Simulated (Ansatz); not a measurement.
Below is the output of a Python script on Ansatz 0.2.0 through its Python package that makes a convergence test of the k-point mesh of Na4SeS, space group P4/mmm. Write a script that gives it. Use (first run): PBEsol, PAW, cutoff 550 eV, 2×2×1 k-points, fixed occupations, D3BJ dispersion. The script varies mesh: (2, 2, 1), (2, 2, 2), (4, 4, 2), (4, 4, 4), (6, 6, 4).

```
CELL_PARAMETERS angstrom
4.69253 0.00000 0.00000
0.00000 4.69253 0.00000
0.00000 0.00000 6.65051
ATOMIC_POSITIONS crystal
Na 0.50000 0.00000 0.75658
Na 0.00000 0.50000 0.24342
Na 0.50000 0.00000 0.24342
Na 0.00000 0.50000 0.75658
Se 0.50000 0.50000 0.50000
S 0.00000 0.00000 0.00000
```

`python kconv_na4ses.py` gives:
```text
mesh         F/atom (eV)    iterations    P (GPa)    k-points
---------  -------------  ------------  ---------  ----------
(2, 2, 1)     -2036.6582             7    -1.2125           3
(2, 2, 2)     -2036.6747             7    -1.3418           6
(4, 4, 2)     -2036.7162             7    -1.6465          12
(4, 4, 4)     -2036.7164             7    -1.6453          18
(6, 6, 4)     -2036.7171             7    -1.6502          30
(2, 2, 1): +58.81 meV/atom
(2, 2, 2): +42.39 meV/atom
(4, 4, 2): +0.85 meV/atom  (within 1 meV)
(4, 4, 4): +0.61 meV/atom  (within 1 meV)
```

One script that gives this output:

Script `kconv_na4ses.py`:
```python
"""k-point test for Na4SeS."""

import ansatz as az
from ase import Atoms
from tabulate import tabulate


def main() -> None:
    atoms = Atoms(
        ["Na", "Na", "Na", "Na", "Se", "S"],
        scaled_positions=[
            (0.5, 0.0, 0.75658),
            (0.0, 0.5, 0.24342),
            (0.5, 0.0, 0.24342),
            (0.0, 0.5, 0.75658),
            (0.5, 0.5, 0.5),
            (0.0, 0.0, 0.0),
        ],
        cell=[
            (4.692533, 0.0, 0.0),
            (0.0, 4.692533, 0.0),
            (0.0, 0.0, 6.650507),
        ],
        pbc=True,
    )
    xtal = az.Crystal.from_ase(atoms)

    model = xtal.calculation()
    model = model.functional("pbesol", dispersion="D3(BJ)")
    model = model.basis(550)
    model = model.occupations(az.OccupationsMethod.FIXED)
    model = model.stress()

    rows = []
    for value in [(2, 2, 1), (2, 2, 2), (4, 4, 2), (4, 4, 4), (6, 6, 4)]:
        report = model.kpoints(mesh=value).run().report
        rows.append((value, report["free_energy_ev"] / len(report["lattice"]["sites"]), report["n_iterations"], sum(report["stress_gpa"][i][i] for i in range(3)) / 3, report["n_kpoints"]))

    print(tabulate(rows, headers=["mesh", "F/atom (eV)", "iterations", "P (GPa)", "k-points"], floatfmt=".4f", tablefmt="simple"))

    # differences from the last row
    for row in rows[:-1]:
        shift = 1000 * (row[1] - rows[-1][1])
        print(f"{row[0]}: {shift:+.2f} meV/atom" + ("  (within 1 meV)" if abs(shift) < 1 else ""))


if __name__ == "__main__":
    main()
```

From 4×4×2 on it stays within 1 meV an atom of the value at 6×6×4; the first row (2×2×1) is off by 58.8 meV and the last but one by 0.61 meV. The pressure moves from -1.21 to -1.65 GPa.

Pressure is positive in compression. The structure comes from a database of computed cells and needn't be a stable or known phase. Shifts are counted from the finest mesh, which is itself no proven limit. Hardware and time: 24 s on 1 thread of Arm Neoverse V2 (shared host), peak memory 0.56 GiB.
